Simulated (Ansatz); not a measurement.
**Zn: pressure up to the limit of the methods**

Aim: compress Zn (bcc type) step by step, far beyond the usual range, and follow pressure and electronic structure. Methods of the runs shown: PAW. Its runs: cell relaxed at zero pressure (PAW); volume scaled by 1 (PAW); volume scaled by 0.9 (PAW); volume scaled by 0.8 (PAW); volume scaled by 0.7 (PAW); volume scaled by 0.6 (PAW); volume scaled by 0.5 (PAW); volume scaled by 0.4 (PAW and PAW (cutoff 250 eV)).

Method: DFT, PBEsol, PAW with Ansatz's default frozen-core files, scalar-relativistic, in Ansatz 0.2.0.

1 further run of the same task is left out (it didn't finish). Runs told in other sessions of the task aren't counted.

## (1) The structure to begin with

It takes space group Im-3m (No. 229, cubic). Conventional cell: a = 3.048 Å, b = 3.048 Å, c = 3.048 Å, α = 90.00°, β = 90.00°, γ = 90.00°. Zn (site symmetry m-3m) is surrounded by 8 Zn at 2.64 Å.

Structure file:

```
CELL_PARAMETERS angstrom
-1.52381 1.52381 1.52381
1.52381 -1.52381 1.52381
1.52381 1.52381 -1.52381
ATOMIC_POSITIONS crystal
Zn 0.00000 0.00000 0.00000
```

Whether this phase is the stable one at these pressures isn't tested.

## (2) Cell relaxed at zero pressure, PAW

input.yaml

```yaml
crystal:
  lattice:
    - [-1.5238053889, 1.5238053889, 1.5238053889]
    - [1.5238053889, -1.5238053889, 1.5238053889]
    - [1.5238053889, 1.5238053889, -1.5238053889]
  atoms:
    - { symbol: Zn, position: [0.0, 0.0, 0.0] }
kpoints:
  mp_grid: { grid: [19, 19, 19] }
scf:
  occupations: { method: fermi_dirac, width: 0.05 }
hamiltonian:
  xc: pbesol
  pseudopotentials: { kind: paw }
output:
  forces: true
  stress: true
  write_density: true
  write_potential: true
  elf: true
  volumetric_format: npy
relax:
  f_tol: 0.005
  max_steps: 40
  cell: {}
```

Started as:

```sh
$ ansatz run input.yaml --threads 1 --pin off --max-ram 2048MiB --backend cpu --events-out ev --progress --plain --runs-dir out
```

The runs that follow: Volume scaled by 1, PAW; Volume scaled by 0.9, PAW; Volume scaled by 0.8, PAW; Volume scaled by 0.7, PAW; Volume scaled by 0.6, PAW; Volume scaled by 0.5, PAW; Volume scaled by 0.4, PAW; Volume scaled by 0.4, PAW (cutoff 250 eV).

What does the calculation give? Wanted: PAW pressure at 0.4 of the volume; fitted bulk modulus at zero pressure.

**Answer**, as computed:

| quantity | value |
| --- | --- |
| PAW pressure at 0.4 of the volume | 755.3 GPa |
| PAW (cutoff 250 eV) pressure at 0.4 of the volume | 813.3 GPa |
| fitted bulk modulus at zero pressure (PAW) | 88 GPa |
| its pressure derivative | 4.80 |

In words: By PAW the pressure climbs to 755 GPa at 0.4 of the first volume. A third-order Birch-Murnaghan curve fits the range only roughly (B₀ = 88 GPa, B′ = 4.80, misfit at most 5.17 GPa). A fit over so wide a range leans to the high pressures, so B₀ can be off by several per cent. No all-electron run checks these rows here, and frozen cores can fail under such compression. The ions are at rest, and the electrons smeared by 0.05 eV.
